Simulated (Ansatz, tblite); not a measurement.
# The cluster Ca4Se4: which isomer is lowest

An exercise on one series of results from a longer session: the logs are not shown, and one member is left open.

Program: Ansatz 0.2.0, Gaussian basis. Level of theory: relaxed with PBE0-D4/def2-SVP, singlet. These are calculated values, not measurements.

16 further runs of the same task are left out: 13 that didn't finish, 3 set aside as unsound or not needed.

## The system as given

8 atoms, charge 0, spin multiplicity 1.

Atoms are counted from 1 here; the program's logs count them from 0.

Bond lengths: Ca1–Se5 2.708 Å, Ca1–Se6 2.709 Å, Ca1–Se8 2.704 Å, Ca2–Se5 2.707 Å, Ca2–Se7 2.706 Å, Ca2–Se8 2.706 Å, Ca3–Se5 2.705 Å, Ca3–Se6 2.708 Å, Ca3–Se7 2.705 Å, Ca4–Se6 2.709 Å, Ca4–Se7 2.707 Å, Ca4–Se8 2.709 Å. Angles: Se5–Ca1–Se6 99.8°, Se5–Ca1–Se8 100.0°, Se6–Ca1–Se8 100.1°, Se5–Ca2–Se7 99.5°, Se5–Ca2–Se8 99.9°, Se7–Ca2–Se8 99.9°, Se5–Ca3–Se6 99.9°, Se5–Ca3–Se7 99.6°, Se6–Ca3–Se7 99.9°, Se6–Ca4–Se7 99.9°, Se6–Ca4–Se8 100.0°, Se7–Ca4–Se8 99.8°, Ca1–Se5–Ca2 79.1°, Ca1–Se5–Ca3 79.3°, Ca2–Se5–Ca3 79.5°, Ca1–Se6–Ca3 79.2°, Ca1–Se6–Ca4 78.9°, Ca3–Se6–Ca4 79.1° and more.

Geometry (Å):

```xyz
8
charge 0, multiplicity 1
Ca    1.9656    0.1059    0.7569
Ca   -0.1997    1.3447   -1.6228
Ca   -0.4013   -1.9726   -0.6554
Ca   -1.3662    0.5250    1.5211
Se    1.6369   -0.6339   -1.8268
Se    0.2427   -1.6114    1.9497
Se   -2.3590   -0.1237   -0.9117
Se    0.4809    2.3660    0.7891
```

A search from random starts with GFN1-xTB found 14 distinct shapes; 2 go on here. The structure above is candidate A, which lies 0.00 eV above the lowest at that level; B lies 1.52 eV above the lowest at that level.

The first run:

File in.yaml:

```yaml
crystal:
  periodic: [false, false, false]
  atoms:
    - {symbol: Ca, position_ang: [1.965610, 0.105900, 0.756910]}
    - {symbol: Ca, position_ang: [-0.199690, 1.344710, -1.622830]}
    - {symbol: Ca, position_ang: [-0.401310, -1.972630, -0.655410]}
    - {symbol: Ca, position_ang: [-1.366160, 0.525000, 1.521120]}
    - {symbol: Se, position_ang: [1.636870, -0.633870, -1.826830]}
    - {symbol: Se, position_ang: [0.242690, -1.611430, 1.949710]}
    - {symbol: Se, position_ang: [-2.358970, -0.123670, -0.911730]}
    - {symbol: Se, position_ang: [0.480950, 2.366000, 0.789060]}
basis:
  gaussian: {orbitals: def2-SVP}
hamiltonian: {xc: pbe0, dispersion: d4}
scf: {lower_state_search: "off"}
output: {orbitals: {seedname: orbitals}}
relax: {f_tol: 0.02, max_steps: 100}
```

Started as:

```console
$ ansatz run in.yaml --threads 4 --pin off --events-out ev --progress --plain --max-ram 4787MiB
```

Among the steps run: Relaxing candidate A; Relaxing candidate B; Candidate B, PBE0-D4/def2-TZVP; Candidate B, PBE-D4/def2-TZVP; Candidate B, r2SCAN-D4/def2-TZVP; Candidate B, B2PLYP/def2-TZVP; Candidate B, MP2/def2-SVP.

One of the session's tables, all rows but one given; the rest of the session is left out.

It belongs to the step «B against A». 

```
       level  B above A (eV)
    GFN1-xTB          +1.667
    GFN2-xTB          +0.957
 HF/def2-SVP          +2.921
MP2/def2-SVP               ?
```

Q: Estimate the row for MP2/def2-SVP from the others.

**Answer.** B above A (eV): +3.670. In the column «B above A (eV)» it is the highest.

Limits of these values: The search was small, so a lower isomer may exist. Only singlets are compared; another spin may lie lower and prefer another shape.
